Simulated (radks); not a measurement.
# Si⁺ in [He] 2s2 2p5 3s2 3p1 3d1: an all-electron calculation

An exercise on one series of results from a longer session: the logs are not shown, and one member is left open.

Method: Dirac Kohn-Sham, PBE, spin-unpolarised, spherical densities, point nucleus; open shells fill j = l - 1/2 first. Code: radks (a radial shooting solver on a logarithmic mesh, Libxc functionals) version 1.

## The system

```
element       : silicon (Z = 14)
charge        : +1
electrons     : 13
configuration : [He] 2s2 2p5 3s2 3p1 3d1
```

Set-up of the first run:

Settings of this run:

```text
Z 14
configuration [He] 2s2 2p5 3s2 3p1 3d1 4s0 4p0
relativity Dirac
functional pbe,pbe
spin unpolarised
j_filling energy
nucleus point
c 137.035999084
```

One table of the session follows, with a row left open; its other results are not shown here.

It belongs to the step «Radial structure». From the orbitals of this run (lengths in bohr):

| level | <r> | outermost maximum (interpolated) | 90 % within | nodes |
| --- | --- | --- | --- | --- |
| 1s1/2 | ? | ? | ? | ? |
| 2s1/2 | 0.5523 | 0.448 | 0.866 | 1 |
| 2p1/2 | 0.5121 | 0.377 | 0.853 | 0 |
| 2p3/2 | 0.5141 | 0.379 | 0.856 | 0 |
| 3s1/2 | 1.859 | 1.60 | 2.78 | 2 |
| 3p1/2 | 2.119 | 1.77 | 3.25 | 1 |
| 3p3/2 | 2.124 | 1.77 | 3.26 | 1 |
| 4s1/2 | 5.102 | 4.58 | 7.42 | 3 |
| 3d3/2 | 3.250 | 2.40 | 5.36 | 0 |
| 3d5/2 | 3.251 | 2.40 | 5.36 | 0 |
| 4p1/2 | 6.152 | 5.55 | 8.96 | 2 |
| 4p3/2 | 6.162 | 5.56 | 8.97 | 2 |

**Question.** Estimate the row for 1s1/2.

**Answer.** <r>: 0.1112; outermost maximum (interpolated): 0.0726; 90 % within: 0.199; nodes: 0. In the column «<r>» it is the lowest.
